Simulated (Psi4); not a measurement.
# InH3Cl− ([InClH3]-): BHLYP/def2-SVPD (core potential)

What is the energy change on altering one bond length of InH3Cl− ([InClH3]-) at BHLYP/def2-SVPD (core potential)? 

The results are computed with Psi4 1.11.

## (1) The structure to begin with

InH3Cl−: 5 atoms, total charge -1, spin state singlet. SMILES: `[H][In-]([H])([H])[Cl]`. Geometry: a GFN2-xTB relaxation, a rough one for these elements and not checked as a minimum.

Bond lengths: In1–Cl2 2.339 Å, In1–H3 1.697 Å, In1–H4 1.696 Å, In1–H5 1.697 Å. Angles: Cl2–In1–H3 106.6°, Cl2–In1–H4 106.7°, Cl2–In1–H5 106.7°, H3–In1–H4 111.9°, H3–In1–H5 112.2°, H4–In1–H5 112.2°.

## (2) Energy and gradient at BHLYP/def2-SVPD (core potential)

Contents of job.in:

```
memory 1600 MB

molecule molecule1 {
  -1 1
  In    -0.002150     0.000620    -0.175700
  Cl     0.012800    -0.020350     2.163640
  H      1.620790     0.013380    -0.670930
  H     -0.818090     1.410990    -0.645940
  H     -0.813350    -1.404640    -0.671060
  units angstrom
  symmetry c1
}

set globals {
  reference            rks
  puream               true
  e_convergence        1e-09
  d_convergence        1e-08
  scf_type             pk
  dft_radial_points    99
  dft_spherical_points 590
}

e_tot, wfn = gradient('bhhlyp/def2-SVPD', return_wfn=True)
print_variables()
```

Started as:

```
$ psi4 -i job.in -o job.out -n 1
```

job.out:

```text
[...]
    !!!  WARNING: ECP capability is in beta. Please check occupations closely.  !!!
[...]
  Running in c1 symmetry.
[...]
  Nuclear repulsion =  109.245162222774425
[...]
  Multiplicity = 1
[...]
  Nalpha       = 21
  Nbeta        = 21
[...]
    Number of basis functions: 83
[...]
   @RKS iter   1:  -651.82586598247144   -9.32498e-01   5.77210e-03 ADIIS/DIIS
[...]
   @RKS iter  10:  -651.98660214905203   -1.36424e-12   1.35798e-09 DIIS
[...]
    Orbital Energies [Eh]
    ---------------------
    Doubly Occupied:
       1A   -102.550848     2A     -9.663536     3A     -7.318562
       4A     -7.315593     5A     -7.315592     6A     -4.741463
       7A     -3.091250     8A     -3.086750     9A     -3.086738
      10A     -0.722919    11A     -0.668390    12A     -0.668346
      13A     -0.659688    14A     -0.659657    15A     -0.649979
      16A     -0.316863    17A     -0.192549    18A     -0.192468
      19A     -0.191741    20A     -0.135997    21A     -0.135645
[...]
  @RKS Final Energy:  -651.98660214905203
   => Energetics <=
    Nuclear Repulsion Energy =            109.2451622227744252
    One-Electron Energy =               -1198.7007007448710283
    Two-Electron Energy =                 461.4154023827059632
    DFT Exchange-Correlation Energy =     -23.9464660096613926
    Empirical Dispersion Energy =           0.0000000000000000
    VV10 Nonlocal Energy =                  0.0000000000000000
    Total Energy =                       -651.9866021490520325
[...]
 Multipole Moments:
 ------------------------------------------------------------------------------------
     Multipole            Electronic (a.u.)      Nuclear  (a.u.)        Total (a.u.)
 ------------------------------------------------------------------------------------
 L = 1.  Multiply by 2.5417464519 to convert [e a0] to [Debye]
 Dipole X            :         -0.2163989            0.2095658           -0.0068331
 Dipole Y            :          0.2787268           -0.2774338            0.0012929
 Dipole Z            :        -32.1553978           31.6841329           -0.4712649
 Magnitude           :                                                    0.4713162
[...]
  -Total Gradient:
     Atom            X                  Y                   Z
    ------   -----------------  -----------------  -----------------
       1       -0.000036986173    -0.000185319706     0.028866556986
       2       -0.000220573490     0.000392445434    -0.042046707041
       3       -0.018185474282    -0.000006759695     0.004490358187
       4        0.009368363554    -0.015960241943     0.004224167357
       5        0.009074578737     0.015760239501     0.004467181472
[...]
```

It took 15 s on 1 thread of Intel Xeon Platinum 8375C at 2.90GHz (Ice Lake), shared host; peak memory 0.92 GiB.

## (3) The distorted shape at the same level

Contents of clh3in.xyz:

```xyz
5
ClH3In
In    -0.245596    -0.001294    -0.101414
Cl    -0.230646    -0.022264     2.237926
H      1.620790     0.013380    -0.670930
H     -1.061536     1.409076    -0.571654
H     -1.056796    -1.406554    -0.596774
```

Contents of clh3in_ase.py:

```python
import numpy as np
from ase.calculators.psi4 import Psi4
from ase.io import read

a = read('clh3in.xyz')
calc = Psi4(atoms=a, method='bhhlyp', basis='def2-SVPD', memory='1600MB', num_threads=1, charge=-1, multiplicity=1, label='calc', reference='rks')
calc.psi4.set_options({'puream': True, 'e_convergence': 1e-09, 'd_convergence': 1e-08, 'scf_type': 'pk', 'dft_radial_points': 99, 'dft_spherical_points': 590})
a.calc = calc

forces = a.get_forces()
print(f'energy: {a.get_potential_energy():.6f} eV')
print('forces / eV A^-1')
print(np.round(forces, 5))
```

Started as:

```
$ python clh3in_ase.py
```

calc.dat:

```text
[...]
    !!!  WARNING: ECP capability is in beta. Please check occupations closely.  !!!
[...]
  Running in c1 symmetry.
[...]
  Nuclear repulsion =  108.212854802466197
[...]
  Multiplicity = 1
[...]
  Nalpha       = 21
  Nbeta        = 21
[...]
    Number of basis functions: 83
[...]
   @RKS iter   1:  -651.82409143332200   -1.04419e+00   5.77363e-03 ADIIS/DIIS
[...]
   @RKS iter  10:  -651.98372183221500   -2.84217e-12   2.68421e-09 DIIS
[...]
    Orbital Energies [Eh]
    ---------------------
    Doubly Occupied:
       1A   -102.556155     2A     -9.668788     3A     -7.323853
       4A     -7.320838     5A     -7.320798     6A     -4.749795
       7A     -3.099563     8A     -3.095142     9A     -3.095059
      10A     -0.728796    11A     -0.676630    12A     -0.673027
      13A     -0.667712    14A     -0.667402    15A     -0.656207
      16A     -0.313271    17A     -0.197471    18A     -0.197015
      19A     -0.191613    20A     -0.141771    21A     -0.129163
[...]
  @RKS Final Energy:  -651.98372183221500
   => Energetics <=
    Nuclear Repulsion Energy =            108.2128548024661967
    One-Electron Energy =               -1196.4330074028132458
    Two-Electron Energy =                 460.1633788222102908
    DFT Exchange-Correlation Energy =     -23.9269480540781956
    Empirical Dispersion Energy =           0.0000000000000000
    VV10 Nonlocal Energy =                  0.0000000000000000
    Total Energy =                       -651.9837218322149965
[...]
 Multipole Moments:
 ------------------------------------------------------------------------------------
     Multipole            Electronic (a.u.)      Nuclear  (a.u.)        Total (a.u.)
 ------------------------------------------------------------------------------------
 L = 1.  Multiply by 2.5417464519 to convert [e a0] to [Debye]
 Dipole X            :         -0.8917008            0.5452826           -0.3464181
 Dipole Y            :          0.2735182           -0.2747944           -0.0012762
 Dipole Z            :        -31.9255761           31.5816910           -0.3438851
 Magnitude           :                                                    0.4881230
[...]
  -Total Gradient:
     Atom            X                  Y                   Z
    ------   -----------------  -----------------  -----------------
       1       -0.034904047214    -0.000456607901     0.037665586907
       2       -0.000883402157     0.000371394402    -0.039755155821
       3        0.022320112190     0.000281160581    -0.007084102242
       4        0.006870408369    -0.015575871440     0.004468183585
       5        0.006598763602     0.015379550094     0.004708626844
[...]
```

The script printed:

```text
energy: -17741.380736 eV
forces / eV A^-1
[[ 1.79484  0.02348 -1.93684]
 [ 0.04543 -0.0191   2.04429]
 [-1.14775 -0.01446  0.36428]
 [-0.35329  0.80094 -0.22976]
 [-0.33932 -0.79085 -0.24213]]
```

Wall time 15 s (1 thread of Intel Xeon Platinum 8375C at 2.90GHz (Ice Lake), shared host); peak memory 0.94 GiB.

## (4) Outcome

Level: BHLYP/def2-SVPD (core potential).

```
                                                              quantity          value
                                             first shape: total energy  -651.98660 Eh
                                              first shape: HOMO energy       -3.69 eV
                                              first shape: LUMO energy        3.99 eV
    first shape: HOMO–LUMO gap (to an unbound level, set by the basis)        7.69 eV
                                 first shape: largest force on an atom     2.162 eV/Å
                                         distorted shape: total energy  -651.98372 Eh
                                          distorted shape: HOMO energy       -3.51 eV
                                          distorted shape: LUMO energy        3.99 eV
distorted shape: HOMO–LUMO gap (to an unbound level, set by the basis)        7.51 eV
                             distorted shape: largest force on an atom     2.641 eV/Å
    energy change with the In1–H3 bond stretched from 1.697 to 1.951 Å       0.078 eV
```

In words: With the In1–H3 bond stretched from 1.697 to 1.951 Å the energy rises by 0.08 eV (1.8 kcal/mol). The first shape isn't relaxed at this level, so the change isn't measured from a minimum. The largest force (first shape) is 2.16 eV/Å: the shape isn't a stationary point for this species at this level.
